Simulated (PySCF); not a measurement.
# CH8B2N2: electronic excitations and core binding energies

Wanted: the electronic excitations and core binding energies of CH8B2N2 (`BNB(C)N`), by calculation.

Programs: PySCF 2.14.0, with density-fitted response routines of our own. Each step states its level of theory. These are calculated values for one molecule in the gas phase, unless marked as measured. Atoms count from 0, in the outputs and in this text.

**1. The molecule as given**

13 atoms, charge 0, multiplicity 1; geometry from: GFN2-xTB.

Bonds of the start (Å): B0–N1 1.39, N1–B2 1.45, B2–C3 1.59, B2–N4 1.39, B0–H5 1.17, B0–H6 1.17, N1–H7 1.01, C3–H8 1.09, C3–H9 1.09, C3–H10 1.09, N4–H11 1.00, N4–H12 1.00.

**2. Ultraviolet spectrum: B3LYP/def2-SVPD**

The job: settings as JSON, then the geometry in Å.

```
{"job": {"kind": "uv", "xc": "B3LYP", "basis": "def2-SVPD", "nstates": 8, "ntriplets": 3}, "charge": 0, "multiplicity": 1}
B      2.187781     0.361199     0.077608
N      0.884385     0.488431    -0.396795
B     -0.351452    -0.121091     0.046920
C     -1.713306     0.229497    -0.702686
N     -0.356225    -0.993661     1.128267
H      2.418303    -0.332318     0.995333
H      3.054340     0.953392    -0.448603
H      0.760307     1.105236    -1.187593
H     -1.557680     0.527510    -1.737284
H     -2.219386     1.058048    -0.208836
H     -2.408474    -0.606757    -0.702707
H     -1.181638    -1.442404     1.482405
H      0.478657    -1.226595     1.636242
```

Level: TDDFT B3LYP/def2-SVPD, vertical, gas phase, core orbitals frozen in the response.

Command:

```sh
$ OMP_NUM_THREADS=1 python probes_run.py task.json out
```

One launch serves the whole session: the jobs run in the order shown.

**Question.** This job is followed by: delta-SCF UKS SCAN, pcX-2 on the ionised atom, pcseg-1 elsewhere, spin-free X2C. Predict these results of the whole session: lowest singlet (B3LYP/def2-SVPD); brightest single state of those computed; lowest triplet; N1s binding energies, SCAN/pcX-2; B1s binding energies, SCAN/pcX-2 (standing for 1 of 2 atoms); C1s binding energies, SCAN/pcX-2.

**Answer**, as computed:

| quantity | value |
| --- | --- |
| lowest singlet (B3LYP/def2-SVPD) | 6.12 eV (203 nm), f = 0.100 |
| brightest single state of those computed | state 7, 7.77 eV, f = 0.220 |
| lowest triplet | 5.30 eV |
| N1s binding energies, SCAN/pcX-2 | N4 404.87, N1 404.68 eV |
| B1s binding energies, SCAN/pcX-2 (standing for 1 of 2 atoms) | B2 195.79 eV |
| C1s binding energies, SCAN/pcX-2 | C3 289.92 eV |

What this shows: The first singlet state (HOMO→LUMO 0.99) lies at 6.12 eV and is bright; of the 8 states computed, the strongest absorption comes from state 7 at 7.77 eV. The lowest triplet lies 0.82 eV below the lowest singlet (triplets in Tamm-Dancoff, singlets in full TDDFT). States above −ε(HOMO) lie where TDDFT describes them poorly and they hang on the basis; the brightest is among them. N4 (nitrogen bonded to B, 2 H) binds its N1s electron 0.18 eV more tightly than N1 (nitrogen bonded to 2 B, H).
